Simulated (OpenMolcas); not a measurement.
# Os⁴⁺ among point charges: CASSCF and CASPT2 levels and susceptibility

Aim: the splitting of the states of Os⁴⁺ in the field of 6 point charges, its lowest levels with spin-orbit coupling and its magnetic susceptibility.

Method: state-averaged CASSCF and CASPT2, spin-orbit coupling by RASSI with atomic mean-field integrals. Code: OpenMolcas 26.06.

## (1) The atom as given

```
Species                           : Os⁴⁺ (osmium, Z = 76, 72 electrons)
Basis                             : ANO-RCC-VDZP [7s6p4d2f1g], 68 functions
Scalar Hamiltonian                : DKH2, point nucleus
Inactive shells                   : 1s 2s 2p 3s 3p 3d 4s 4p 4d 4f 5s 5p
Active space                      : 4 electrons in 5 orbitals (5d)
Some configurations of this space : 5d4
Orbitals                          : optimised for each spin and parity, averaged over all roots
```

The outer shells:

5d4
```
5d [↑ ][↑ ][↑ ][↑ ][  ]
```

The ion sits among 6 point charges of -1.7 e arranged as a tetragonal octahedron (D4h), 2.06 Å from the ion, with the axial distance 1.813 Å.

Each step is its own input file, run in one work folder so that later steps find the files of earlier ones. Labels, J, g values, rates, χT and fits are worked out afterwards by a script from the matrices that RASSI stores. The input lists half of the charges; inversion (Group=XYZ) makes the rest.

## (2) GATEWAY and SEWARD: basis and integrals

File a.inp:

```
&GATEWAY
Coord
1

Os 0.0 0.0 0.0
Basis=ANO-RCC-VDZP
Group=XYZ
NoMove
AngMom=0.0 0.0 0.0
AMFI
XField
3 Angstrom 0
2.060000 0.000000 0.000000 -1.700000
0.000000 2.060000 0.000000 -1.700000
0.000000 0.000000 1.812800 -1.700000
&SEWARD
```

Started as:

```
OMP_NUM_THREADS=1 MOLCAS_MEM=1689 MOLCAS_PROJECT=a pymolcas a.inp > a.log
```

## (3) Reference wave functions, quintets of even parity, 5 roots

File a.inp:

```
&RASSCF
FileOrb=start.orb
Symmetry=1
Spin=5
nActEl=4 0 0
Inactive=15 19
Ras2=5 0
CIRoot=5 5 1
SDav=5
CIMx=300
Iter=120 100
PrWF=0.3
OrbListing=Nothing
MaxOrb=0
>>> COPY $Project.JobIph JOB001
```

start.orb holds the contracted functions of the basis, ordered by shell, or the orbitals of the step before.

## (4) Reference wave functions, triplets of even parity, 45 roots

File a.inp:

```
&RASSCF
FileOrb=start.orb
Symmetry=1
Spin=3
nActEl=4 0 0
Inactive=15 19
Ras2=5 0
CIRoot=45 45 1
SDav=45
CIMx=300
Iter=120 100
PrWF=0.3
OrbListing=Nothing
MaxOrb=0
>>> COPY $Project.JobIph JOB002
```

## (5) CASSCF: singlets of even parity, 50 roots

File a.inp:

```
&RASSCF
FileOrb=start.orb
Symmetry=1
Spin=1
nActEl=4 0 0
Inactive=15 19
Ras2=5 0
CIRoot=50 50 1
SDav=50
CIMx=300
Iter=120 100
PrWF=0.3
OrbListing=Nothing
MaxOrb=0
>>> COPY $Project.JobIph JOB003
```

## (6) State interaction with spin-orbit coupling

File a.inp:

```
&RASSI
NrOfJobIphs=3 5 45 50
1 2 3 4 5
1 2 3 4 5 6 7 8 9 10 11 12 13 14 15 16 17 18 19 20 21 22 23 24 25 26 27
28 29 30 31 32 33 34 35 36 37 38 39 40 41 42 43 44 45
1 2 3 4 5 6 7 8 9 10 11 12 13 14 15 16 17 18 19 20 21 22 23 24 25 26 27
28 29 30 31 32 33 34 35 36 37 38 39 40 41 42 43 44 45 46 47 48 49 50
IphNames
JOB001
JOB002
JOB003
EJob
SpinOrbit
DIPRint=1.0
SOCoupling=1000.0
Subsets=2
Property=9
'ANGMOM' 1 'ANGMOM' 2 'ANGMOM' 3 'MLTPL  1' 1 'MLTPL  1' 2 'MLTPL  1' 3
'AMFI' 1 'AMFI' 2 'AMFI' 3
SOProperty=3
'ANGMOM' 1 'ANGMOM' 2 'ANGMOM' 3
```

## (7) CASPT2: IPEA 0.25, imaginary shift 0.1 (closed shells correlated: 5s 5p)

File a.inp:

```
>>> COPY JOB001 $Project.JobIph
&CASPT2
Multistate=5 1 2 3 4 5
NoMult
Frozen=14 16
IPEA=0.25
Imaginary=0.1
MaxIter=60
WThr=0.0 0.3 0.05
PrWF=0.5
NoMix
>>> COPY JOB002 $Project.JobIph
&CASPT2
Multistate=45 1 2 3 4 5 6 7 8 9 10 11 12 13 14 15 16 17 18 19 20 21 22
23 24 25 26 27 28 29 30 31 32 33 34 35 36 37 38 39 40 41 42 43 44 45
NoMult
Frozen=14 16
IPEA=0.25
Imaginary=0.1
MaxIter=60
WThr=0.0 0.3 0.05
PrWF=0.5
NoMix
>>> COPY JOB003 $Project.JobIph
&CASPT2
Multistate=50 1 2 3 4 5 6 7 8 9 10 11 12 13 14 15 16 17 18 19 20 21 22
23 24 25 26 27 28 29 30 31 32 33 34 35 36 37 38 39 40 41 42 43 44 45 46
47 48 49 50
NoMult
Frozen=14 16
IPEA=0.25
Imaginary=0.1
MaxIter=60
WThr=0.0 0.3 0.05
PrWF=0.5
NoMix
```

(Steps that only read results are left out.)

Q: Predict the outcome of this session. Wanted: spin-free ground state; first state of the same spin within the active space; lowest level; next level.

The runs gave:

| quantity | value |
| --- | --- |
| method | SS-CASPT2, IPEA 0.25, imaginary shift 0.1 (closed shells correlated: 5s 5p) |
| spin-free ground state | 5A1, 1-fold in its orbital part |
| first state of the same spin within the active space | 5B1 at 9050 cm⁻¹ |
| lowest level | 1-fold A1 |
| next level | 3107.3 cm⁻¹ |
| χT at 300 K | 0.15 cm³ K/mol |
| effective moment at 300 K | 1.09 μB |

Cost by method:

```csv
method,time of its own steps,time with the reference
A. CASSCF,20 s,20 s
"B. SS-CASPT2, IPEA 0.25, imaginary shift 0.1, +5s 5p",8.8 s,29 s
```

Times are of one thread on a shared host.

**Reading.** The spin-free ground state (5A1) comes to 100 % from free-ion D terms and keeps the highest spin of the shell. χT at 300 K is 0.15, against 3.01 cm³ K/mol for the spin alone, so spin-orbit coupling lowers it. An active space of the d shell alone favours high spin; real ions in strong fields can be low spin. The field of point charges can differ much from that of real complexes. With metal d orbitals alone active, the gaps between spin states are rough; where two lie within a few thousand cm-1, their order is open. This is an electrostatic model: the charges have no orbitals.
